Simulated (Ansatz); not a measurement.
I need a comparison of dispersion corrections of CH6FGeNSi, SMILES [F][GeH2][N]=C[SiH3]. Use Ansatz 0.2.0 through its Python package. Use (for the species named): revPBE, def2-SVP basis, multiplicity 1, D3BJ dispersion.

Contents of `ch6fgensi.xyz`:
```text
11

F    -2.86340    0.78580    0.64400
Ge   -1.37680    1.67380    0.62000
N    -0.02290    0.44530    0.56810
C     0.20350   -0.37940   -0.38920
Si    1.52060   -1.60600   -0.40210
H    -1.29100    2.59910   -0.63500
H    -1.22550    2.54900    1.90170
H    -0.53900   -0.37950   -1.21680
H     0.97980   -2.94820   -0.35190
H     2.34390   -1.40570    0.84270
H     2.33610   -1.39110   -1.56080
```

`disp.py`
```python
"""Size of D3 and D4 in CH6FGeNSi."""

import ansatz as az

system = az.Crystal.molecule_from_extxyz("ch6fgensi.xyz")

base = system.calculation().basis(gaussian="def2-SVP")
for name in ["revpbe", "pbe0"]:
    for correction in ("d3bj", "d4"):
        data = base.functional(name, dispersion=correction).run(threads=1, pin="off").report
        print(f"{name:8s} {correction:5s} total {data['free_energy_ev']:.5f} eV, of which dispersion {1000 * data['dispersion']['energy']['ev']:.2f} meV")
```

```console
$ python disp.py
revpbe   d3bj  total -69716.14938 eV, of which dispersion -571.21 meV
revpbe   d4    total -69716.28149 eV, of which dispersion -703.32 meV
pbe0     d3bj  total -69707.37357 eV, of which dispersion -209.19 meV
pbe0     d4    total -69707.36809 eV, of which dispersion -203.71 meV
```

Reading the output:
- Total energies depend on the basis set; only differences at equal settings carry meaning.
- The geometry is a force-field or estimated start, not a minimum of this method, and the basis set is short of its limit. D4 holds the three-body term, and d3bj doesn't.
- Finished in 16 s on 1 thread of Arm Neoverse V2, with other jobs on the host, peak memory 0.34 GiB.
